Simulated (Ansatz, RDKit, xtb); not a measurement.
**Isomers of C4H5NSeSi, a sample narrowed down**

Which of a sample of isomers of C4H5NSeSi is the most stable in the gas at 298.15 K, and what are its properties? The sample is small against all isomers, and the most stable one of this formula need not be in it.

The funnel: GFN2-xTB relaxations, single points with a density functional, relaxations at PBE-D3(BJ)/def2-SVP, harmonic vibrations (at GFN2-xTB), and a last energy at a higher level. All values are calculated.

### 1 Candidates

Isomers were taken from a list of plausible structures; this is a sample, not all of them. That gives 4 candidates.

```csv
label,SMILES,spin
c047,CC#C[SiH2][Se]C#N,singlet
c214,N#CC1([SiH2][SeH])C=C1,singlet
c314,N#CCC1=C[Se][SiH2]1,singlet
c970,N#CC1=C[Se][SiH2]C1,singlet
```

Candidates are built by distance geometry, with a force field where one applies, in up to four conformers (letters a to d).

Q: Predict the outcome of this search (final energies at CCSD(T)/def2-SVP + MP2/def2-TZVPP - MP2/def2-SVP).

| quantity | value |
| --- | --- |
| lowest structure found | N#CC1=C[Se][SiH2]C1, singlet |
| next finalist | N#CCC1=C[Se][SiH2]1, singlet, 16.5 kcal/mol higher in G |
| share at equilibrium, among the finalists | 100.0 % |

The search ends on `N#CC1=C[Se][SiH2]C1`. The margin of 16.5 kcal/mol over the next finalist is beyond the usual error of the last level; it says nothing of structures that weren't ranked. GFN2-xTB, HF/STO-3G, r2SCAN-D4/def2-SVP, PBE-D3(BJ)/def2-SVP, HF/def2-SVP and MP2/def2-SVP already put its bonding pattern lowest among the structures in one piece. The search is not exhaustive (a finite list of starts, one conformer a finalist), so a lower isomer can't be ruled out. Only 4 drawn patterns were tried, so whole families of isomers are missing, and the result ranks this sample alone.
